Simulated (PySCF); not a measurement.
# C7H4FN: NMR shifts in gas and solvents, part 2 of 2

PySCF 2.14.0. Atoms count from 0. The steps go on from the part before.

### Step 6. Shielding tensors: B97-2/pcSseg-2

The job: settings as JSON, then the geometry in Å.

```
{"job": {"kind": "nmr", "xc": "B97-2", "basis": "pcSseg-2", "pop": false}, "charge": 0, "multiplicity": 1}
N      3.617056    -0.414514     0.087117
C      2.474329    -0.276270     0.058906
C      1.057376    -0.107604     0.024340
C      0.509949     1.173877    -0.023230
C     -0.865317     1.327132    -0.056118
C     -1.699437     0.219542    -0.042552
C     -1.130593    -1.039677     0.004130
F     -1.929551    -2.107785     0.016464
C      0.234107    -1.232292     0.038771
H      1.165071     2.034950    -0.033468
H     -1.295769     2.320255    -0.092226
H     -2.777439     0.317529    -0.067381
H      0.645707    -2.232169     0.074849
```

Method: GIAO B97-2/pcSseg-2 NMR shielding, non-relativistic, gas phase.

What it wrote:

```text
coarse grid: 12232 points
cycle   1  E = -423.6565736863  dE =  1.618e+00  |g| = 6.340e-01  |ddm| = 3.350e+00
cycle   2  E = -423.4692137767  dE =  1.874e-01  |g| = 1.147e+00  |ddm| = 2.079e+00
cycle   3  E = -423.7225476517  dE = -2.533e-01  |g| = 2.479e-01  |ddm| = 1.388e+00
cycle   4  E = -423.7352781938  dE = -1.273e-02  |g| = 7.221e-02  |ddm| = 2.153e-01
cycle   5  E = -423.7362125170  dE = -9.343e-04  |g| = 2.580e-02  |ddm| = 8.936e-02
cycle   6  E = -423.7363673397  dE = -1.548e-04  |g| = 6.758e-03  |ddm| = 2.576e-02
cycle   7  E = -423.7363785214  dE = -1.118e-05  |g| = 1.946e-03  |ddm| = 9.569e-03
cycle   8  E = -423.7363794395  dE = -9.182e-07  |g| = 5.532e-04  |ddm| = 2.172e-03
final grid: 122544 points
cycle   9  E = -423.7349149676  dE = -1.284e-04  |g| = 5.632e-03  |ddm| = 1.275e-01
cycle  10  E = -423.7349098245  dE =  5.143e-06  |g| = 7.733e-03  |ddm| = 1.197e-02
cycle  11  E = -423.7349194459  dE = -9.621e-06  |g| = 1.594e-03  |ddm| = 7.362e-03
cycle  12  E = -423.7349199132  dE = -4.673e-07  |g| = 6.509e-04  |ddm| = 1.724e-03
cycle  13  E = -423.7349199855  dE = -7.230e-08  |g| = 2.416e-04  |ddm| = 5.534e-04
cycle  14  E = -423.7349199998  dE = -1.434e-08  |g| = 4.045e-05  |ddm| = 2.014e-04
cycle  15  E = -423.7349200001  dE = -3.569e-10  |g| = 1.675e-05  |ddm| = 5.739e-05
converged SCF energy = -423.7349200001

GIAO shielding tensors (ppm)
atom      isotropic    diamagn.    paramagn.     s11        s22        s33       span
  0 N      -45.400     338.470    -383.871   -194.190   -180.256    238.245    432.435
  1 C       61.021     261.109    -200.087    -61.243    -47.009    291.316    352.559
  2 C       63.276     248.296    -185.020    -38.583     63.902    164.509    203.092
  3 C       50.274     256.731    -206.457    -56.258     34.022    173.058    229.316
  4 C       47.922     253.905    -205.983    -59.737     29.016    174.487    234.224
  5 C       59.568     255.572    -196.004    -28.577     39.880    167.402    195.978
  6 C       12.637     252.161    -239.524    -74.063     26.692     85.283    159.346
  7 F      288.394     468.055    -179.661    207.676    291.621    365.885    158.209
  8 C       58.549     257.611    -199.062    -26.736     38.662    163.722    190.457
  9 H       23.986      31.478      -7.492     20.735     23.162     28.062      7.327
 10 H       23.975      30.587      -6.612     20.688     24.148     27.089      6.401
 11 H       24.180      30.281      -6.101     21.182     23.967     27.391      6.209
 12 H       24.070      31.252      -7.182     20.792     23.141     28.277      7.485
```

Run time: 71 s. Hardware: 1 thread of Arm Neoverse V1, shared host; peak memory 1.6 GiB.

In short: δ C6 172.7, C4 137.5, C3 135.1, C8 126.8, H10 7.66, H9 7.65 ppm.

### Step 7. Shielding tensors: WP04/pcSseg-2 in chloroform

Settings changed since step 6:

```diff
@@ -1,2 +1,2 @@
-{"job": {"kind": "nmr", "xc": "B97-2", "basis": "pcSseg-2", "pop": false}, "charge": 0, "multiplicity": 1}
+{"job": {"kind": "nmr", "xc": "WP04", "basis": "pcSseg-2", "pop": false, "solvent": "chloroform"}, "charge": 0, "multiplicity": 1}
 N      3.617056    -0.414514     0.087117
```

Method: GIAO WP04/pcSseg-2 NMR shielding, non-relativistic, IEF-PCM chloroform.

What it wrote:

```text
coarse grid: 12232 points
cycle   1  E = -433.0617194801  dE =  1.488e+00  |g| = 9.464e-01  |ddm| = 3.479e+00
cycle   2  E = -432.7146401729  dE =  3.471e-01  |g| = 1.619e+00  |ddm| = 2.266e+00
cycle   3  E = -433.1816743516  dE = -4.670e-01  |g| = 4.214e-01  |ddm| = 1.539e+00
cycle   4  E = -433.2207548490  dE = -3.908e-02  |g| = 1.084e-01  |ddm| = 3.264e-01
cycle   5  E = -433.2226718593  dE = -1.917e-03  |g| = 3.988e-02  |ddm| = 1.050e-01
cycle   6  E = -433.2229933285  dE = -3.215e-04  |g| = 1.129e-02  |ddm| = 3.504e-02
cycle   7  E = -433.2230242015  dE = -3.087e-05  |g| = 3.278e-03  |ddm| = 1.309e-02
cycle   8  E = -433.2230268547  dE = -2.653e-06  |g| = 9.412e-04  |ddm| = 2.918e-03
final grid: 122544 points
cycle   9  E = -433.2378630750  dE = -1.861e-04  |g| = 8.827e-03  |ddm| = 9.771e-02
cycle  10  E = -433.2378438164  dE =  1.926e-05  |g| = 1.310e-02  |ddm| = 1.724e-02
cycle  11  E = -433.2378795980  dE = -3.578e-05  |g| = 2.662e-03  |ddm| = 9.734e-03
cycle  12  E = -433.2378806565  dE = -1.058e-06  |g| = 1.353e-03  |ddm| = 2.955e-03
cycle  13  E = -433.2378809937  dE = -3.373e-07  |g| = 4.568e-04  |ddm| = 1.025e-03
cycle  14  E = -433.2378810359  dE = -4.211e-08  |g| = 1.143e-04  |ddm| = 3.766e-04
cycle  15  E = -433.2378810387  dE = -2.834e-09  |g| = 4.175e-05  |ddm| = 1.278e-04
cycle  16  E = -433.2378810391  dE = -4.358e-10  |g| = 9.381e-06  |ddm| = 3.308e-05
converged SCF energy = -433.2378810391

GIAO shielding tensors (ppm)
atom      isotropic    diamagn.    paramagn.     s11        s22        s33       span
  0 N      -39.441     331.918    -371.358   -190.952   -167.120    239.751    430.703
  1 C       48.295     259.404    -211.110    -77.575    -64.907    287.366    364.942
  2 C       52.510     255.408    -202.898    -48.282     55.446    150.368    198.650
  3 C       33.871     256.973    -223.102    -75.882     14.167    163.329    239.210
  4 C       33.517     253.915    -220.399    -75.648     12.156    164.042    239.690
  5 C       43.075     254.984    -211.909    -47.407     19.309    157.323    204.731
  6 C       -2.135     254.904    -257.039    -89.038     12.849     69.785    158.823
  7 F      296.304     472.013    -175.710    218.821    306.733    363.357    144.536
  8 C       43.375     256.745    -213.369    -43.949     19.285    154.791    198.740
  9 H       24.161      31.182      -7.021     20.860     23.232     28.389      7.529
 10 H       24.195      29.882      -5.687     20.885     24.309     27.391      6.505
 11 H       24.308      29.529      -5.221     21.224     23.976     27.724      6.500
 12 H       24.266      30.796      -6.530     20.832     23.364     28.601      7.770
```

Run time: 75 s. Hardware: 1 thread of Arm Neoverse V1, shared host; peak memory 1.8 GiB.

This run: δ C6 177.2, C4 141.6, C3 141.2, C5 132.0, H9 7.71, H10 7.67 ppm.

### Step 8. NMR shieldings: wB97X-D/pcSseg-2 in chloroform

Settings changed since step 7:

```diff
@@ -1,2 +1,2 @@
-{"job": {"kind": "nmr", "xc": "WP04", "basis": "pcSseg-2", "pop": false, "solvent": "chloroform"}, "charge": 0, "multiplicity": 1}
+{"job": {"kind": "nmr", "xc": "wB97X-D", "basis": "pcSseg-2", "pop": false, "solvent": "chloroform"}, "charge": 0, "multiplicity": 1}
 N      3.617056    -0.414514     0.087117
```

Method: GIAO wB97X-D/pcSseg-2 NMR shielding, non-relativistic, IEF-PCM chloroform.

What it wrote:

```text
coarse grid: 12232 points
cycle   1  E = -423.6400600534  dE =  1.972e+00  |g| = 6.686e-01  |ddm| = 3.224e+00
cycle   2  E = -423.5897047899  dE =  5.036e-02  |g| = 8.873e-01  |ddm| = 1.222e+00
cycle   3  E = -423.7337625029  dE = -1.441e-01  |g| = 9.098e-02  |ddm| = 7.394e-01
cycle   4  E = -423.7349689154  dE = -1.206e-03  |g| = 5.885e-02  |ddm| = 9.872e-02
cycle   5  E = -423.7356448423  dE = -6.759e-04  |g| = 1.157e-02  |ddm| = 5.638e-02
cycle   6  E = -423.7356695828  dE = -2.474e-05  |g| = 3.404e-03  |ddm| = 1.185e-02
cycle   7  E = -423.7356722081  dE = -2.625e-06  |g| = 7.246e-04  |ddm| = 4.305e-03
final grid: 122544 points
cycle   8  E = -423.7431378757  dE = -2.552e-04  |g| = 9.881e-03  |ddm| = 9.358e-02
cycle   9  E = -423.7431347040  dE =  3.172e-06  |g| = 1.140e-02  |ddm| = 1.552e-02
cycle  10  E = -423.7431538050  dE = -1.910e-05  |g| = 1.025e-03  |ddm| = 7.760e-03
cycle  11  E = -423.7431538707  dE = -6.571e-08  |g| = 9.247e-04  |ddm| = 1.623e-03
cycle  12  E = -423.7431540524  dE = -1.817e-07  |g| = 1.382e-04  |ddm| = 8.330e-04
cycle  13  E = -423.7431540565  dE = -4.050e-09  |g| = 4.198e-05  |ddm| = 2.029e-04
cycle  14  E = -423.7431540570  dE = -5.640e-10  |g| = 1.549e-05  |ddm| = 8.117e-05
converged SCF energy = -423.7431540570

GIAO shielding tensors (ppm)
atom      isotropic    diamagn.    paramagn.     s11        s22        s33       span
  0 N      -32.379     336.980    -369.359   -184.311   -159.361    246.537    430.848
  1 C       56.025     259.938    -203.913    -70.616    -54.880    293.570    364.186
  2 C       61.941     249.313    -187.373    -45.504     66.876    164.449    209.953
  3 C       44.890     254.363    -209.473    -66.791     25.653    175.808    242.599
  4 C       43.162     251.678    -208.516    -68.681     20.631    177.536    246.217
  5 C       53.568     253.545    -199.977    -39.042     30.431    169.316    208.358
  6 C        9.358     251.724    -242.366    -83.433     27.058     84.448    167.881
  7 F      299.580     468.971    -169.392    223.765    303.868    371.107    147.342
  8 C       54.109     255.085    -200.976    -34.995     31.414    165.909    200.904
  9 H       23.630      31.117      -7.487     20.271     22.742     27.878      7.607
 10 H       23.604      30.479      -6.875     20.229     23.811     26.773      6.544
 11 H       23.758      29.923      -6.165     20.678     23.509     27.088      6.410
 12 H       23.732      30.726      -6.995     20.285     22.844     28.066      7.782
```

Run time: 95 s. Hardware: 1 thread of Arm Neoverse V1, shared host; peak memory 2 GiB.

In short: δ C6 177.7, C4 143.9, C3 142.2, C5 133.5, H10 8.01, H9 7.98 ppm.

### Step 9. Comparing the runs: NMR shifts

Shifts (ppm) of some atoms, chosen among heavy atoms and hydrogens apart, with basis size and wall time (the measured row can stand on another reference than the computed rows):

```
                           run     C4     C3     C5   H10   H11     N0      F7  functions     time
                 PBE0/pcSseg-2  140.5  138.0  128.6  7.73  7.52  315.7  -112.8        380     75 s
                  KT3/pcSseg-2  128.5  126.1  117.0  7.42  7.22  289.5  -126.6        380  1.7 min
              wB97X-D/pcSseg-2  142.1  139.7  130.3  7.75  7.56  312.9  -109.5        380     93 s
                B97-2/pcSseg-2  137.5  135.1  125.8  7.66  7.46  307.2  -112.4        380     71 s
   WP04/pcSseg-2 in chloroform  141.6  141.2  132.0  7.67  7.56  289.5  -117.4        380     75 s
wB97X-D/pcSseg-2 in chloroform  143.9  142.2  133.5  8.01  7.86  296.9  -112.4        380     95 s
                      measured      –      –      –     –     –      –  -110.2          –        –
```

Measured: G. Saielli, R. Bini, A. Bagno, Computational 19F NMR. 2. Organic compounds, RSC Adv. 2014, ESI (exp. from Berger-Braun-Kalinowski 1994 and Everett 1995).

### Step 10. Results

This closing draws on all 2 parts.

| quantity | value |
| --- | --- |
| point group | Cs |
| rotational constants (main isotopes) | 3.42, 1.20, 0.89 GHz |
| ¹³C shifts against TMS (PBE0/pcSseg-2) | 175.7, 140.5, 138.0, 129.5, 128.6, 126.8, 124.8 ppm |
| ¹H shifts against TMS (PBE0/pcSseg-2) | 7.73, 7.72, 7.63, 7.52 ppm |
| ¹⁵N shifts against NH3 (PBE0/pcSseg-2) | 315.7 ppm |
| ¹⁹F shifts against CFCl3 (PBE0/pcSseg-2) | -112.8 ppm |
| measured, and computed on the same scale | F7 δ -110.2, -112.8 ppm |
| range of the shift of N0 (wB97X-D/pcSseg-2 runs) | 296.9 to 312.9 ppm |

What this shows: Relaxing lowered the energy by 0.117 eV in 8 steps; the close pair that moved most is C3–C4, from 1.417 to 1.384 Å. At PBE0/pcSseg-2: The largest span, 441 ppm, is at N0, where the paramagnetic term is -390 ppm. The one measured ¹⁹F shift is missed by -2.6 ppm (computed less measured, unscaled). Vibration, temperature and solvent are missing from the calculation, and it holds one conformer, so part of the miss against the measured shifts is not the functional's. NICS(1)zz of -28 ppm above the planar ring from C2 marks a diatropic (aromatic) ring current. At one level, wB97X-D/pcSseg-2: In ppm, N0 moves most: its shift spreads over 16.0 ppm, from 296.9 (wB97X-D/pcSseg-2 in chloroform) to 312.9 (wB97X-D/pcSseg-2).
